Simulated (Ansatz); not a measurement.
# C2H4SSi: how energies converge with the basis set

An exercise on one series of results from a longer session: the logs are not shown, and one member is left open.

Method: one geometry, several basis sets; program: Ansatz 0.2.0, Gaussian basis.

The runs, in order: PBE0-D4/def2-SVP; ωB97M-V/def2-SVP; PBE0-D4/def2-QZVPP; ωB97M-V/def2-QZVPP; the functionals' def2-TZVPP values are taken from earlier runs.

## Structure used throughout

The geometry comes from an earlier relaxation with PBE0-D4 in a triple-zeta def2 set; it is a stationary point, not always the lowest conformer.

SMILES `C1=CS[SiH2]1`, 8 atoms, charge 0, spin multiplicity 1.

Atoms are counted from 1 here; the program's logs count them from 0.

Bond lengths: C1–C2 1.342 Å, C1–Si4 1.841 Å, C1–H5 1.081 Å, C2–S3 1.782 Å, C2–H6 1.087 Å, S3–Si4 2.171 Å, Si4–H7 1.484 Å, Si4–H8 1.484 Å. Angles: C2–C1–Si4 94.5°, C2–C1–H5 125.7°, Si4–C1–H5 139.8°, C1–C2–S3 112.3°, C1–C2–H6 128.5°, S3–C2–H6 119.2°, C2–S3–Si4 72.6°, C1–Si4–S3 80.6°, C1–Si4–H7 118.2°, C1–Si4–H8 118.2°, S3–Si4–H7 114.0°, S3–Si4–H8 114.0°, H7–Si4–H8 109.3°.

Set-up of the first run:

in.yaml reads:

```yaml
crystal:
  periodic: [false, false, false]
  atoms:
    - {symbol: C, position_ang: [-0.565101, 0.720053, -0.116594]}
    - {symbol: C, position_ang: [0.552629, 0.968485, 0.583310]}
    - {symbol: S, position_ang: [1.588374, -0.473404, 0.740356]}
    - {symbol: Si, position_ang: [-0.160049, -1.051228, -0.410091]}
    - {symbol: H, position_ang: [-1.341378, 1.438312, -0.340899]}
    - {symbol: H, position_ang: [0.873051, 1.903059, 1.037766]}
    - {symbol: H, position_ang: [-1.001430, -2.081981, 0.248136]}
    - {symbol: H, position_ang: [0.146005, -1.480497, -1.797784]}
basis:
  gaussian: {orbitals: def2-SVP}
hamiltonian: {xc: pbe0, dispersion: d4}
output: {orbitals: {seedname: orbitals}}
```

On the command line:

```
> ansatz run in.yaml --threads 2 --pin off --events-out ev --progress --plain --max-ram 4352MiB
```

Among the steps run: PBE0-D4 in def2-SVP; ωB97M-V in def2-SVP; PBE0-D4 in def2-QZVPP; ωB97M-V in def2-QZVPP.

One of the session's tables, all rows but one given; the rest of the session is left out.

| functional | basis | HOMO (eV) |
| --- | --- | --- |
| PBE0-D4 | def2-SVP | -6.49 |
| PBE0-D4 | def2-TZVPP | -6.55 |
| PBE0-D4 | def2-QZVPP | -6.58 |
| ωB97M-V | def2-SVP | -8.57 |
| ωB97M-V | def2-TZVPP | ? |
| ωB97M-V | def2-QZVPP | -8.68 |

Q: Estimate the row for ωB97M-V, def2-TZVPP from the others.

**Answer.** HOMO (eV): -8.66. In the column «HOMO (eV)» it lies between ωB97M-V, def2-QZVPP (-8.68) and ωB97M-V, def2-SVP (-8.57).
